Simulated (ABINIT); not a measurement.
Runs of ABINIT 10.8.3 (patched build) on BiTe. Symmetry: Fm-3m, No. 225, cubic system. The conventional cell has a = 6.470 Å, b = 6.470 Å, c = 6.470 Å, α = 90.00°, β = 90.00°, γ = 90.00°. Bi (site symmetry m-3m) has 6 Te at 3.23 Å as nearest neighbours. Te (site symmetry m-3m) is surrounded by 6 Bi at 3.23 Å. 

```tsv
task	level	potentials or basis	cell	k mesh	cutoff (eV)	cutoff smearing ecutsm (Ha)	fine-grid cutoff	bands in the sums	broadening (eV)	scissor shift (eV)	gap on the mesh (eV)	pressure (GPa)	relaxed volume (Å³/atom)
single point	PBEsol	PseudoDojo NC SR PBEsol v0.4.1 standard	as given	5 × 5 × 5	925	-	-	-	-	-	none	-2.1	-
positron lifetime	PBE	JTH PAW PBE v2.0	cell relaxed at zero pressure by an earlier run	5 × 5 × 5	599	0.5	1197.3 eV	-	-	-	none	0.0	-
optical spectrum	LDA	PseudoDojo NC SR LDA v0.4.1 standard	as given	6 × 6 × 6, with 4 shifts	952	-	-	22	0.05	0	-	-2.9	-
single point	PBE	JTH PAW PBE v2.0 sp	cell relaxed	5 × 5 × 5	408	-	816.342 eV	-	-	-	none	0.0	-
optical spectrum	LDA	PseudoDojo NC SR LDA v0.4 stringent	volume scaled by 1.08	6 × 6 × 6, with 4 shifts	1061	-	-	32	0.1	0	-	-13.3	-
phonon dispersion	PBEsol	PseudoDojo NC SR PBEsol v0.4.1 standard	as given	4 × 4 × 4, with 4 shifts	925	-	-	-	-	-	-	-2.1	-
relaxation of cell and atoms	PBE	JTH PAW PBE v2.0	relaxed	5 × 5 × 5	599	0.5	1197.3 eV	-	-	-	none	0.0	34.27
relaxation of cell and atoms	PBE	JTH PAW PBE v2.0 sp	relaxed	5 × 5 × 5	408	0.5	816.342 eV	-	-	-	none	0.0	(a)
```

Alike in all rows: no spin polarisation; smearing fermi-dirac 0.05 eV.

Problem. Estimate the missing entries.

Solution. (a) 34.32.

Caveats: spin-orbit coupling is left out, which moves the levels of the heavy elements; the cutoff is short for stress, so the pressure is rough (some runs); the intraband (Drude) term is left out (some runs); spectra need much finer meshes, so this one isn't converged (some runs); independent-particle spectra lack excitons (some runs); this set keeps more shells in the core, which shifts pressures and gaps (some runs); the PAW basis is incomplete for the positron (some runs).

A k mesh can miss the band edges, and the runs leave out spin-orbit coupling on Bi, Te.

A gap of «none» marks a metal or a gap under the smearing width.

The runs don't all hold the same shells in valence.
